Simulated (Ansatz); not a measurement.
# InBi: the cost of one run

Program: Ansatz 0.2.0. Level of theory: DFT PBEsol, scalar-relativistic, plane waves, PAW. These are calculated values, not measurements.

The COD entry's cell or inner coordinates are ideal or old and differ from later refinements, so a difference from it is no clean test against experiment.

1 further run of the same task is left out (set aside as unsound or not needed).

**1. The system as given**

The structure is tetragonal, space group P4/nmm (No. 129). Conventional cell: a = 4.969 Å, b = 4.969 Å, c = 5.053 Å, α = 90.00°, β = 90.00°, γ = 90.00°. In (site symmetry -4m2) is surrounded by 4 Bi at 3.17 Å and 4 In at 3.51 Å. Around Bi (site symmetry 4mm) lie 4 In at 3.17 Å.

Coordinates:

```
CELL_PARAMETERS angstrom
4.96885 0.00000 0.00000
0.00000 4.96885 0.00000
0.00000 0.00000 5.05323
ATOMIC_POSITIONS crystal
In 0.00000 0.00000 0.00000
In 0.50000 0.50000 0.00000
Bi 0.00000 0.50000 0.39120
Bi 0.50000 0.00000 0.60880
```

This cell was relaxed beforehand with the same method: volume 31.19 Å³/atom, gap on the mesh none (metal).

**2. The cell under PBEsol**

input.yaml

```yaml
crystal:
  lattice:
    - [4.9688470809, 0.0, 0.0]
    - [0.0, 4.9688470809, 0.0]
    - [0.0, 0.0, 5.0532274771]
  atoms:
    - { symbol: In, position: [0.0, 0.0, 0.0] }
    - { symbol: In, position: [0.5, 0.5, 0.0] }
    - { symbol: Bi, position: [0.0, 0.5, 0.3912003068] }
    - { symbol: Bi, position: [0.5, 0.0, 0.6087996932] }
basis:
  ecutwfc: 420
kpoints:
  mp_grid: { grid: [8, 8, 10] }
hamiltonian:
  xc: pbesol
scf:
  occupations: { method: gaussian, width: 0.1 }
output:
  forces: true
  stress: true
  eigenvalues: true
relax:
  adjacent_minimum: "off"
  f_tol: 0.005
  max_steps: 50
  cell: { stress_tol: 0.05 }
```

Launch:

```bash
$ ansatz run input.yaml --threads 2 --pin off --max-ram 5120MiB --backend cpu --events-out ev --progress --plain --runs-dir out
```

What time and memory should one allow on 2 threads of AMD EPYC (Zen 3), shared host?

About 2.9 min, with a peak of 0.63 GiB.
